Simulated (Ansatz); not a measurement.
This script for the Ansatz DFT code, driven from Python starts 8 runs on CH5BOSe, SMILES CB(O)[SeH]. What input does the engine get in each?

Script `scan.py`:
```python
import ansatz
from ase import Atoms
import numpy as np

SETTINGS = {
    "basis": "def2-SVP",
    "functional": "hf",
}


def main() -> None:
    atoms = Atoms(["C", "B", "O", "Se", "H", "H", "H", "H", "H"], positions=[
        [0.3407, 0.7193, -0.8539],
        [-0.1641, -0.5027, -0.0202],
        [0.706, -1.6382, 0.1246],
        [-1.9064, -0.5227, 0.8342],
        [0.2845, 1.6576, -0.2356],
        [-0.4087, 0.9276, -1.7143],
        [1.3443, 0.6093, -1.2564],
        [1.294, -1.4218, 0.9526],
        [-1.4018, 0.1252, 2.1519],
    ])
    geometry = ansatz.Crystal.molecule_from_ase(atoms)

    symbols = [site.symbol for site in geometry.cartesian_sites]
    start = np.array([site.position_ang for site in geometry.cartesian_sites])
    axis = (start[4] - start[0]) / np.linalg.norm(start[4] - start[0])
    moving = [4]
    lengths, energies = [0.99, 1.035, 1.08, 1.125, 1.17, 1.215, 1.26, 1.328], []
    for length in lengths:
        xyz = start.copy()
        xyz[moving] += (length - np.linalg.norm(start[4] - start[0])) * axis
        point = ansatz.Crystal.molecule()
        for symbol, place in zip(symbols, xyz):
            point = point.atom(symbol, place.tolist())
        setup = point.calculation()
        setup = setup.basis(gaussian=SETTINGS["basis"]).functional(SETTINGS["functional"])
        data = setup.run(threads=1).report
        energies.append(data["free_energy_ev"])
        print(f"r = {length:6.3f} A  E = {energies[-1]:.5f} eV  <S^2> = {abs(data['mean_field']['state']['spin_squared']):.3f}")

    fit = np.polynomial.Polynomial.fit(lengths, np.array(energies) - min(energies), 4).convert()
    roots = [r.real for r in fit.deriv().roots() if abs(r.imag) < 1e-9 and fit.deriv(2)(r.real) > 0]
    r_e = min(roots, key=lambda r: abs(r - lengths[int(np.argmin(energies))]))
    print(f"minimum of the fit at {r_e:.4f} A, force constant {fit.deriv(2)(r_e):.2f} eV/A^2")


if __name__ == "__main__":
    main()
```

Run 1:
```yaml
crystal:
  periodic: [false, false, false]
  atoms:
    - { symbol: C, position_ang: [0.3407, 0.7193, -0.8539] }
    - { symbol: B, position_ang: [-0.1641, -0.5027, -0.0202] }
    - { symbol: O, position_ang: [0.706, -1.6382, 0.1246] }
    - { symbol: Se, position_ang: [-1.9064, -0.5227, 0.8342] }
    - { symbol: H, position_ang: [0.2912485951285119, 1.5449272809771748, -0.30984655459001675] }
    - { symbol: H, position_ang: [-0.4087, 0.9276, -1.7143] }
    - { symbol: H, position_ang: [1.3443, 0.6093, -1.2564] }
    - { symbol: H, position_ang: [1.294, -1.4218, 0.9526] }
    - { symbol: H, position_ang: [-1.4018, 0.1252, 2.1519] }
basis:
  gaussian:
    orbitals: def2-SVP
hamiltonian:
  xc: hf
```

Run 2, against run 1:
```diff
-    - { symbol: H, position_ang: [0.2912485951285119, 1.5449272809771748, -0.30984655459001675] }
+    - { symbol: H, position_ang: [0.2890008039979898, 1.5824557937488646, -0.28511685252592667] }
```

Run 3, against run 1:
```diff
-    - { symbol: H, position_ang: [0.2912485951285119, 1.5449272809771748, -0.30984655459001675] }
+    - { symbol: H, position_ang: [0.28675301286746757, 1.6199843065205546, -0.26038715046183647] }
```

Run 4, against run 1:
```diff
-    - { symbol: H, position_ang: [0.2912485951285119, 1.5449272809771748, -0.30984655459001675] }
+    - { symbol: H, position_ang: [0.28450522173694537, 1.6575128192922441, -0.23565744839774636] }
```

Run 5, against run 1:
```diff
-    - { symbol: H, position_ang: [0.2912485951285119, 1.5449272809771748, -0.30984655459001675] }
+    - { symbol: H, position_ang: [0.2822574306064232, 1.695041332063934, -0.21092774633365624] }
```

Run 6, against run 1:
```diff
-    - { symbol: H, position_ang: [0.2912485951285119, 1.5449272809771748, -0.30984655459001675] }
+    - { symbol: H, position_ang: [0.280009639475901, 1.7325698448356237, -0.18619804426956602] }
```

Run 7, against run 1:
```diff
-    - { symbol: H, position_ang: [0.2912485951285119, 1.5449272809771748, -0.30984655459001675] }
+    - { symbol: H, position_ang: [0.2777618483453788, 1.7700983576073135, -0.1614683422054759] }
```

Run 8, against run 1:
```diff
-    - { symbol: H, position_ang: [0.2912485951285119, 1.5449272809771748, -0.30984655459001675] }
+    - { symbol: H, position_ang: [0.27436518619258976, 1.8268081102400893, -0.1240990146419619] }
```

Running `python scan.py` prints:
```text
r =  0.990 A  E = -69111.29622 eV  <S^2> = 0.000
r =  1.035 A  E = -69111.46500 eV  <S^2> = 0.000
r =  1.080 A  E = -69111.53305 eV  <S^2> = 0.000
r =  1.125 A  E = -69111.52272 eV  <S^2> = 0.000
r =  1.170 A  E = -69111.45172 eV  <S^2> = 0.000
r =  1.215 A  E = -69111.33411 eV  <S^2> = 0.000
r =  1.260 A  E = -69111.18105 eV  <S^2> = 0.000
r =  1.328 A  E = -69110.90155 eV  <S^2> = 0.000
minimum of the fit at 1.0954 A, force constant 35.59 eV/A^2
```

Reading the output:
- Total energies depend on the basis set; only differences at equal settings carry meaning.
- The rest of the molecule is held rigid at a force-field or estimated start geometry, and the basis set is modest; single-reference methods fail as a bond breaks.
- Hartree-Fock leaves correlation out, so bond, atomisation and ionisation energies come out well too low.
- The orbitals are restricted, so S² is zero by construction.
- Hardware and time: 9.3 s on 1 thread of Arm Neoverse V2 (shared host), peak memory 0.25 GiB.
